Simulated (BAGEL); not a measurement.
**singlet CH3AlClO+: levels of theory compared**

Wanted: a comparison of 5 runs (HF/def2-SVP, B3LYP/6-31G*, B3LYP/def2-SVP, PBE0/def2-SVP, RI-MP2/def2-SVP) of singlet CH3AlClO+. 

Program for the calculation: BAGEL 1.2.2.

**1. The molecule**

The species is CH3AlClO+ (7 atoms), meant as a singlet with charge +1. As SMILES of the parent species, `C[O][Al][Cl]`. The coordinates come from a PBE0-D4/def2-TZVP relaxation. This is one conformer, not always the lowest. That shape belongs to the parent species and isn't relaxed for this state.

Bond lengths: C1–O2 1.402 Å, O2–Al3 1.678 Å, Al3–Cl4 2.117 Å, C1–H5 1.094 Å, C1–H6 1.095 Å, C1–H7 1.094 Å. Angles: C1–O2–Al3 137.2°, O2–Al3–Cl4 119.4°, O2–C1–H5 109.8°, O2–C1–H6 112.2°, O2–C1–H7 109.8°, H5–C1–H6 108.4°, H5–C1–H7 108.1°, H6–C1–H7 108.4°.

**2. A single-point energy at HF/def2-SVP (density fitting with qzvpp-jkfit) (run 1)**

Contents of hf.json:

```json
{ "bagel" : [

{
  "title" : "molecule",
  "basis" : "svp",
  "df_basis" : "qzvpp-jkfit",
  "angstrom" : true,
  "geometry" : [
    { "atom" : "C", "xyz" : [    0.040800,    0.884800,    0.297300 ] },
    { "atom" : "O", "xyz" : [    0.872500,   -0.061600,   -0.318100 ] },
    { "atom" : "Al", "xyz" : [    0.754800,   -1.652600,   -0.837000 ] },
    { "atom" : "Cl", "xyz" : [   -1.070300,   -2.695900,   -0.586200 ] },
    { "atom" : "H", "xyz" : [   -0.047400,    1.769900,   -0.339800 ] },
    { "atom" : "H", "xyz" : [   -0.964500,    0.492600,    0.485800 ] },
    { "atom" : "H", "xyz" : [    0.475300,    1.194800,    1.252400 ] }
  ]
},
{
  "title" : "hf",
  "charge" : 1
},
{
  "title" : "print",
  "file" : "orbitals.molden",
  "orbitals" : true
}

]}
```

Started as:

```console
$ BAGEL_NUM_THREADS=1 BAGEL hf.json > hf.out
```

The log of the run:

```text
* using 1 threads per process

  ===============================================================
  ===============================================================

  *** Geometry ***

  { "atom" : "C", "xyz" : [      0.077101,      1.672030,      0.561816 ] },
  { "atom" : "O", "xyz" : [      1.648786,     -0.116407,     -0.601122 ] },
  { "atom" : "Al", "xyz" : [      1.426365,     -3.122961,     -1.581701 ] },
  { "atom" : "Cl", "xyz" : [     -2.022574,     -5.094513,     -1.107757 ] },
  { "atom" : "H", "xyz" : [     -0.089573,      3.344626,     -0.642129 ] },
  { "atom" : "H", "xyz" : [     -1.822641,      0.930879,      0.918029 ] },
  { "atom" : "H", "xyz" : [      0.898187,      2.257845,      2.366693 ] },

  Number of auxiliary basis functions:      462

  Since a DF basis is specified, we compute 2- and 3-index integrals:
    o Being stored without compression. Storage requirement is 0.023 GB

  Number of basis functions:       79
  Number of electrons      :       47

    * METHOD: MOLECULE                             0.19

  *** RHF ***

  === Nuclear Repulsion ===
   184.9664939786

      * DIIS with orbital gradients will be used.

  === RHF iteration (svp) ===
      0       -815.19534078          0.01706092           0.06
      1       -815.29661770          0.01293901           0.05
      2       -815.36254396          0.00138811           0.05
      3       -815.36394929          0.00047329           0.05
      4       -815.36412667          0.00012262           0.05
      5       -815.36415891          0.00004799           0.05
      6       -815.36416514          0.00001479           0.05
      7       -815.36416571          0.00000442           0.05
      8       -815.36416575          0.00000151           0.05
      9       -815.36416575          0.00000065           0.05
     10       -815.36416575          0.00000023           0.05
     11       -815.36416575          0.00000008           0.05
     12       -815.36416575          0.00000003           0.05
     13       -815.36416575          0.00000001           0.05
     14       -815.36416575          0.00000001           0.05
    * SCF iteration converged.

    * Permanent dipole moment:
           (   -1.897798,     0.776345,     0.913920) a.u.

    * METHOD: HF                                   0.95

    * METHOD: PRINT                                0.02

  ===============================================================
```

Run time: 1.3 s. Hardware: 1 thread of Arm Neoverse V1, shared host; peak memory 0.11 GiB.

**3. The energy at B3LYP/6-31G(d) (density fitting with qzvpp-jkfit, spherical functions) (run 2)**

Contents of input.json:

```json
{ "bagel": [

{
  "title": "molecule",
  "basis": "6-31gs.json",
  "df_basis": "qzvpp-jkfit",
  "angstrom": "true",
  "geometry": [
    { "atom": "C", "xyz": [       0.040800,       0.884800,       0.297300 ] },
    { "atom": "O", "xyz": [       0.872500,      -0.061600,      -0.318100 ] },
    { "atom": "Al", "xyz": [       0.754800,      -1.652600,      -0.837000 ] },
    { "atom": "Cl", "xyz": [      -1.070300,      -2.695900,      -0.586200 ] },
    { "atom": "H", "xyz": [      -0.047400,       1.769900,      -0.339800 ] },
    { "atom": "H", "xyz": [      -0.964500,       0.492600,       0.485800 ] },
    { "atom": "H", "xyz": [       0.475300,       1.194800,       1.252400 ] }
  ]
},

{ "title": "ks", "xc_func": "b3lyp", "charge": 1 },

{ "title": "print", "file": "orbitals.molden", "orbitals": "true" }

]}
```

The basis set 6-31G* is read from a file made from the Basis Set Exchange's data (not shown).

Started as:

```console
$ BAGEL_NUM_THREADS=1 BAGEL input.json > input.out
```

The log of the run:

```text
* using 1 threads per process

  ===============================================================
  ===============================================================

  *** Geometry ***

  { "atom" : "C", "xyz" : [      0.077101,      1.672030,      0.561816 ] },
  { "atom" : "O", "xyz" : [      1.648786,     -0.116407,     -0.601122 ] },
  { "atom" : "Al", "xyz" : [      1.426365,     -3.122961,     -1.581701 ] },
  { "atom" : "Cl", "xyz" : [     -2.022574,     -5.094513,     -1.107757 ] },
  { "atom" : "H", "xyz" : [     -0.089573,      3.344626,     -0.642129 ] },
  { "atom" : "H", "xyz" : [     -1.822641,      0.930879,      0.918029 ] },
  { "atom" : "H", "xyz" : [      0.898187,      2.257845,      2.366693 ] },

  Number of auxiliary basis functions:      462

  Since a DF basis is specified, we compute 2- and 3-index integrals:
    o Being stored without compression. Storage requirement is 0.018 GB

  Number of basis functions:       70
  Number of electrons      :       47

    * METHOD: MOLECULE                             0.21

  *** Kohn-Sham DFT ***

    * Removing 12382 points whose weight is below 1.00e-10
    * Grid points: 91960

  === Nuclear Repulsion ===
   184.9664939786

       - DIIS with orbital gradients will be used.

  === KS iteration (b3lyp / 6-31gs.json) ===
      0       -786.65288665          0.11954046           0.27
      1       -756.80673301          0.22300345           0.25
      2       -762.64766572          0.12999058           0.25
      3       -786.15507095          0.14717967           0.25
      4       -810.26878546          0.08558113           0.25
      5       -816.90010490          0.03094970           0.25
      6       -817.29113086          0.01938066           0.25
      7       -817.43514152          0.01037335           0.25
      8       -817.50326861          0.00355507           0.25
      9       -817.50752617          0.00152704           0.26
     10       -817.50843033          0.00046361           0.25
     11       -817.50850349          0.00006745           0.25
     12       -817.50850563          0.00002312           0.25
     13       -817.50850586          0.00001135           0.25
     14       -817.50850593          0.00000720           0.25
     15       -817.50850596          0.00000119           0.26
     16       -817.50850596          0.00000094           0.25
     17       -817.50850596          0.00000041           0.25
     18       -817.50850596          0.00000014           0.25
     19       -817.50850596          0.00000006           0.25
     20       -817.50850596          0.00000003           0.25
     21       -817.50850596          0.00000002           0.25
     22       -817.50850596          0.00000001           0.25
    * SCF iteration converged.

    * Permanent dipole moment:
           (   -1.572872,     0.517386,     0.713422) a.u.

    * METHOD: KS                                   6.20

    * METHOD: PRINT                                0.01

  ===============================================================
```

It took 6.6 s on 1 thread of Arm Neoverse V1, shared host; peak memory 0.34 GiB.

Runs 3 to 4 aren't shown in full; the table further down has their settings and results.

**4. The energy at RI-MP2/def2-SVP (density fitting with qzvpp-jkfit) (run 5)**

Contents of job.json:

```json
{ "bagel": [

{
  "title": "molecule",
  "basis": "svp",
  "df_basis": "qzvpp-jkfit",
  "angstrom": "true",
  "geometry": [
    { "atom": "C", "xyz": [       0.040800,       0.884800,       0.297300 ] },
    { "atom": "O", "xyz": [       0.872500,      -0.061600,      -0.318100 ] },
    { "atom": "Al", "xyz": [       0.754800,      -1.652600,      -0.837000 ] },
    { "atom": "Cl", "xyz": [      -1.070300,      -2.695900,      -0.586200 ] },
    { "atom": "H", "xyz": [      -0.047400,       1.769900,      -0.339800 ] },
    { "atom": "H", "xyz": [      -0.964500,       0.492600,       0.485800 ] },
    { "atom": "H", "xyz": [       0.475300,       1.194800,       1.252400 ] }
  ]
},

{ "title": "hf", "charge": 1 },

{ "title": "mp2", "charge": 1, "ncore": 12 }

]}
```

Started as:

```console
$ BAGEL_NUM_THREADS=1 BAGEL job.json > job.out
```

The log of the run:

```text
* using 1 threads per process

  ===============================================================
  ===============================================================

  *** Geometry ***

  { "atom" : "C", "xyz" : [      0.077101,      1.672030,      0.561816 ] },
  { "atom" : "O", "xyz" : [      1.648786,     -0.116407,     -0.601122 ] },
  { "atom" : "Al", "xyz" : [      1.426365,     -3.122961,     -1.581701 ] },
  { "atom" : "Cl", "xyz" : [     -2.022574,     -5.094513,     -1.107757 ] },
  { "atom" : "H", "xyz" : [     -0.089573,      3.344626,     -0.642129 ] },
  { "atom" : "H", "xyz" : [     -1.822641,      0.930879,      0.918029 ] },
  { "atom" : "H", "xyz" : [      0.898187,      2.257845,      2.366693 ] },

  Number of auxiliary basis functions:      462

  Since a DF basis is specified, we compute 2- and 3-index integrals:
    o Being stored without compression. Storage requirement is 0.023 GB

  Number of basis functions:       79
  Number of electrons      :       47

    * METHOD: MOLECULE                             0.19

  *** RHF ***

  === Nuclear Repulsion ===
   184.9664939786

      * DIIS with orbital gradients will be used.

  === RHF iteration (svp) ===
      0       -815.19534078          0.01706092           0.06
      1       -815.29661770          0.01293901           0.05
      2       -815.36254396          0.00138811           0.05
      3       -815.36394929          0.00047329           0.05
      4       -815.36412667          0.00012262           0.05
      5       -815.36415891          0.00004799           0.05
      6       -815.36416514          0.00001479           0.05
      7       -815.36416571          0.00000442           0.05
      8       -815.36416575          0.00000151           0.05
      9       -815.36416575          0.00000065           0.05
     10       -815.36416575          0.00000023           0.05
     11       -815.36416575          0.00000008           0.06
     12       -815.36416575          0.00000003           0.05
     13       -815.36416575          0.00000001           0.05
     14       -815.36416575          0.00000001           0.05
    * SCF iteration converged.

    * Permanent dipole moment:
           (   -1.897798,     0.776345,     0.913920) a.u.

    * METHOD: HF                                   0.95

  *** RHF ***

  === Nuclear Repulsion ===
   184.9664939786

      * DIIS with orbital gradients will be used.

  === RHF iteration (svp) ===
      0       -815.36416575          0.00000000           0.05
    * SCF iteration converged.

    * Permanent dipole moment:
           (   -1.897798,     0.776345,     0.913920) a.u.

  === DF-MP2 calculation ===

    * freezing 12 orbitals
    * 3-index integral transformation done
    * assembly done

      MP2 correlation energy:   -0.5018029373      0.02

      MP2 total energy:       -815.8659686914

    * METHOD: MP2                                  0.14

  ===============================================================
```

It took 1.4 s on 1 thread of Arm Neoverse V1, shared host; peak memory 0.11 GiB.

**5. Overview of the runs**

```csv
run,level,frozen core orbitals,energy (Eh),HOMO energy (eV),LUMO energy (eV),HOMO–LUMO gap (eV),wall time
1,HF/def2-SVP (density fitting with qzvpp-jkfit),–,-815.364166,-17.23,-7.74,9.49,1.3 s
2,"B3LYP/6-31G* (density fitting with qzvpp-jkfit, spherical functions)",–,-817.508506,-13.33,-10.97,2.36,6.6 s
3,B3LYP/def2-SVP (density fitting with qzvpp-jkfit),–,-817.242027,-13.31,-10.92,2.39,6.9 s
4,PBE0/def2-SVP (density fitting with qzvpp-jkfit),–,-816.811941,-13.56,-10.61,2.94,6.6 s
5,RI-MP2/def2-SVP (density fitting with qzvpp-jkfit),12,-815.865969,–,–,–,1.4 s
```

**6. Outcome**

| quantity | value |
| --- | --- |
| run 5: total energy | -815.86597 Eh |
| run 5: correlation energy (12 core orbitals frozen) | -501.8 mEh |

In words: Over runs 1, 2, 3, 4 the HOMO–LUMO gap runs from 2.36 eV (B3LYP/6-31G*) to 9.49 eV (HF/def2-SVP). The two ends differ in method and basis. Totals of different functionals can't be ranked against each other. All runs together took 23 s, the longest 6.9 s.
